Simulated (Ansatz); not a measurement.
## ZnGe3 in Ansatz: convergence with k mesh

Input of the first run (k mesh 2 × 2 × 2); the others differ in this setting and in those tied to it:

input.yaml

```yaml
crystal:
  lattice:
    - [4.222363, 0.0, 0.0]
    - [0.0, 4.222363, 0.0]
    - [0.0, 0.0, 4.222363]
  atoms:
    - { symbol: Ge, position: [0.5, 0.5, 0.0] }
    - { symbol: Ge, position: [0.5, 0.0, 0.5] }
    - { symbol: Ge, position: [0.0, 0.5, 0.5] }
    - { symbol: Zn, position: [0.0, 0.0, 0.0] }
hamiltonian:
  xc: hse06
  pseudopotentials: { kind: paw }
kpoints:
  mp_grid: { grid: [2, 2, 2] }
scf:
  occupations: { method: gaussian, width: 0.1 }
output:
  forces: true
  stress: true
  eigenvalues: true
```

Potentials or basis: Ansatz PAW.

Run with:

```sh
$ ansatz run input.yaml --threads 2 --pin off --max-ram 5632MiB --backend cpu --events-out ev --progress --plain --runs-dir out
```

The cell comes from a database or a generator and needn't be the stable form of this composition.

Hardware: 2 threads of Arm Neoverse V2 (shared host).

```
      k mesh  energy less the tightest run, at zero smearing (meV/atom)  pressure (GPa)  SCF cycles  CPU time (s)  peak memory (GiB)
   2 × 2 × 2                                                     530.77            3.24          26            12                0.5
   3 × 3 × 3                                                      89.55           -4.07          20            17               0.69
   4 × 4 × 4                                                     -30.93           -3.27          20            36                1.1
   5 × 5 × 5                                                      36.64           -1.95          22            62                1.8
   6 × 6 × 6                                                      16.03           -1.61          24           120                  3
   7 × 7 × 7                                                      11.26           -1.93          23           170                4.3
   9 × 9 × 9                                                       3.17           -1.82          24           430                4.6
10 × 10 × 10                                                       0.00           -2.09          23           650                4.8
```

Not settled before the last step: the energy (to 1 meV/atom), the pressure (to 0.1 GPa). Meshes of other sizes hit other points, so gaps and Fermi surfaces needn't settle smoothly. The tightest run that finished is the yardstick and may itself not be fully converged.

Caveat, for the tightest run too: the PAW data sets come from PBE, with cores solved anew for the run's functional, which leaves a small shift of forces and pressure; the thresholds are loose for stress.
